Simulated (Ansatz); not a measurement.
# ScPbS4: the cost of one run

Computed with Ansatz 0.2.0 (DFT PBE, scalar-relativistic, plane waves, PAW, unless a step's input says otherwise).

### 1 Starting point

Symmetry: F-43m, No. 216, cubic system. The conventional cell has a = 7.780 Å, b = 7.780 Å, c = 7.780 Å, α = 90.00°, β = 90.00°, γ = 90.00°. Sc (site symmetry -43m) is surrounded by 12 S at 3.22 Å and 4 Pb at 3.37 Å. Pb (site symmetry -43m) is surrounded by 12 S at 3.23 Å and 4 Sc at 3.37 Å. Around S (site symmetry 3m) lie 6 S at 2.70 to 2.80 Å and 3 Sc at 3.22 Å and 3 Pb at 3.23 Å.

Coordinates:

```cif
data_structure
_symmetry_space_group_name_H-M 'P 1'
_symmetry_Int_Tables_number 1
_cell_length_a 5.5014
_cell_length_b 5.5014
_cell_length_c 5.5014
_cell_angle_alpha 60.000
_cell_angle_beta 60.000
_cell_angle_gamma 60.000
_cell_volume 117.73
loop_
_atom_site_label
_atom_site_type_symbol
_atom_site_fract_x
_atom_site_fract_y
_atom_site_fract_z
_atom_site_occupancy
Sc1 Sc 0.25000 0.25000 0.25000 1
Pb1 Pb 0.00000 0.00000 0.00000 1
S1 S 0.62287 0.62287 0.62287 1
S2 S 0.13139 0.62287 0.62287 1
S3 S 0.62287 0.62287 0.13139 1
S4 S 0.62287 0.13139 0.62287 1
```

It is the end of an earlier relaxation with the same method, from a database cell with other species swapped in; it is a trial structure. At a tolerance of 0.05 Å it has space group F-43m (No. 216); it has 19.62 Å³/atom, an uncorrected energy of +0.33 eV/atom over the elements.

### 2 Static run: bands, density of states and charges

Contents of input.yaml:

```yaml
crystal:
  lattice:
    - [0.0, 3.8900525455, 3.8900525455]
    - [3.8900525455, 0.0, 3.8900525455]
    - [3.8900525455, 3.8900525455, 0.0]
  atoms:
    - { symbol: Sc, position: [0.25, 0.25, 0.25] }
    - { symbol: Pb, position: [0.0, 0.0, 0.0] }
    - { symbol: S, position: [0.6228702458, 0.6228702458, 0.6228702458] }
    - { symbol: S, position: [0.1313892625, 0.6228702458, 0.6228702458] }
    - { symbol: S, position: [0.6228702458, 0.6228702458, 0.1313892625] }
    - { symbol: S, position: [0.6228702458, 0.1313892625, 0.6228702458] }
basis:
  ecutwfc: 420
kpoints:
  mp_grid: { grid: [8, 8, 8] }
  band_path:
    path:
      - [[0.0, 0.0, 0.0], [-0.5, -0.5, 0.0], [-0.375, -0.375, 0.25]]
      - [[-0.375, 0.0, 0.375], [0.0, 0.0, 0.0], [0.0, 0.0, 0.5], [-0.5, -0.25, 0.25], [-0.5, -0.5, 0.0]]
    npoints: 14
hamiltonian:
  xc: pbe
scf:
  occupations: { method: gaussian, width: 0.1 }
  n_extra_bands: 15
output:
  forces: true
  stress: true
  eigenvalues: true
  populations: true
  dos: { projected: true, de: 0.02, nscf_kmesh: { grid: [10, 10, 10] } }
  bader: true
  write_density: true
  write_potential: true
  elf: true
  volumetric_format: npy
```

Launch:

```sh
ansatz run input.yaml --threads 1 --pin off --max-ram 2048MiB --backend cpu --events-out ev --progress --plain --runs-dir out
```

What time and memory should one allow on 1 thread of Arm Neoverse V2, shared host?

About 63 s, with a peak of 0.52 GiB.
